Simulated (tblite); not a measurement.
# C2H11NSi2: the cost of one run

Programs: tblite 0.8.0 and PySCF 2.14.0, with density-fitted response routines of our own. Each step states its level of theory. These are calculated values for one molecule, in the gas phase or a continuum, unless marked as measured. Atoms are numbered from 0 throughout.

## Step 1: The starting structure

16 atoms, charge 0, multiplicity 1; geometry from: force field or distance geometry start.

Bonds of the start (Å): C0–Si1 1.86, Si1–N2 1.78, Si1–C3 1.86, C3–Si4 1.86, C0–H5 1.11, C0–H6 1.12, C0–H7 1.12, Si1–H8 1.47, N2–H9 1.05, N2–H10 1.03, C3–H11 1.10, C3–H12 1.11, Si4–H13 1.48, Si4–H14 1.47, Si4–H15 1.48.

## Step 2: Geometry optimisation with GFN2-xTB

The job: settings as JSON, then the geometry in Å.

```
{"job": {"kind": "relax", "xc": "GFN2-xTB", "basis": "xTB"}, "charge": 0, "multiplicity": 1}
C     -1.890400     1.192700    -0.290500
Si    -0.709100    -0.110000     0.299900
N     -1.328000    -1.745400    -0.042500
C      0.846100     0.098900    -0.705000
Si     2.323200     0.100100     0.428800
H     -2.092700     1.855100     0.572800
H     -2.860100     0.727600    -0.615300
H     -1.460900     1.787700    -1.134100
H     -0.345100     0.037000     1.717200
H     -1.632200    -2.211800     0.849800
H     -0.692700    -2.327400    -0.608700
H      0.807100     1.060200    -1.229500
H      0.951900    -0.719500    -1.442700
H      3.457000    -0.593500    -0.231100
H      1.956400    -0.641100     1.641200
H      2.661900     1.498200     0.778400
```

On the command line:

```sh
$ OMP_NUM_THREADS=1 python probes_run.py task.json out
```

This one command runs all jobs of the session in turn.

**Question.** How long does this first job take on 1 thread of Arm Neoverse V1, shared host, and how much memory does it need?

About 1.3 s, with a peak of 0.18 GiB.
